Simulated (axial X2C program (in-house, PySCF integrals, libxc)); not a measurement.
**A two-component session on TaCl⁺: properties at the nuclei**

Aim: properties at the nuclei of TaCl⁺, with spin–orbit coupling in the Hamiltonian from the start.

Program: an in-house X2C program for linear molecules on PySCF integrals. Level of theory: two-component X2C with atomic mean-field terms, Ta dyall-cv3z, Cl dyall-av3z. These are calculated values, not measurements.

### Step 1. Input

task.json

```json
{"zs": [73, 17], "q": 1, "bas": ["dyall-cv3z", "dyall-av3z"], "r0": 2.45, "levels": ["PBE0", "HF", "BP86", "LDA", "BHandHLYP"], "nst": 3}
```

Keys: zs atomic numbers; q charge; bas basis sets; r0 starting distance in Å; levels methods (HF also brings MP2); nst determinants followed.

Command:

```bash
$ python soeom.py task.json out
```

The runs that follow: Expectation values, lowest determinant; Expectation values, a higher determinant; Expectation values, a higher determinant.

**Question.** What will these runs give? Wanted: lowest determinant; Eeff magnitude; Ws magnitude Ta; A∥/gI Ta; qzz Ta; higher determinant (for each run or level that gives them).

As calculated:

| quantity | value |
| --- | --- |
| lowest determinant | Ω = 3/2 (excess of +ω over −ω: ω = 1/2, ω = -3/2, ω = 5/2) |
| Eeff magnitude (GV/cm), PBE0 | 10.4 |
| Ws magnitude Ta (kHz), PBE0 | 5.95 |
| A∥/gI Ta (MHz), PBE0 | 3470 |
| qzz Ta (a.u.), PBE0 | 2.94 |
| higher determinant | Ω = 3/2 (excess of +ω over −ω: ω = 3/2) |
| Eeff magnitude (GV/cm), PBE0, higher determinant | 18.3 |
| Ws magnitude Ta (kHz), PBE0, higher determinant | 11.8 |
| A∥/gI Ta (MHz), PBE0, higher determinant | -2940 |
| qzz Ta (a.u.), PBE0, higher determinant | -3.15 |
| higher determinant | Ω = 1/2 (excess of +ω over −ω: ω = 1/2) |
| Eeff magnitude (GV/cm), PBE0, higher determinant | 13 |
| Ws magnitude Ta (kHz), PBE0, higher determinant | 26.8 |
| A∥/gI Ta (MHz), PBE0, higher determinant | 11500 |
| qzz Ta (a.u.), PBE0, higher determinant | -2.56 |

In words: In the first state, the effective field runs from 5.25 to 14.8 GV/cm over the mean-field levels, so the levels don't agree on it. The expectation values come from single determinants, which for open shells can mix terms of unlike spin or miss the lowest Ω, so a determinant need not be a state. Eeff is the effective electric field on the electron dipole moment in this Ω state and Ws the scalar–pseudoscalar constant (defined with the proton number Z and per Ω); A∥ is the parallel hyperfine constant, which follows by multiplying with the nuclear g factor gI = μI/(I μN); qzz is the electric field gradient, eQq0 = 234.96 MHz × Q/barn × qzz. The operators were transformed with the bare-nucleus X2C matrices.
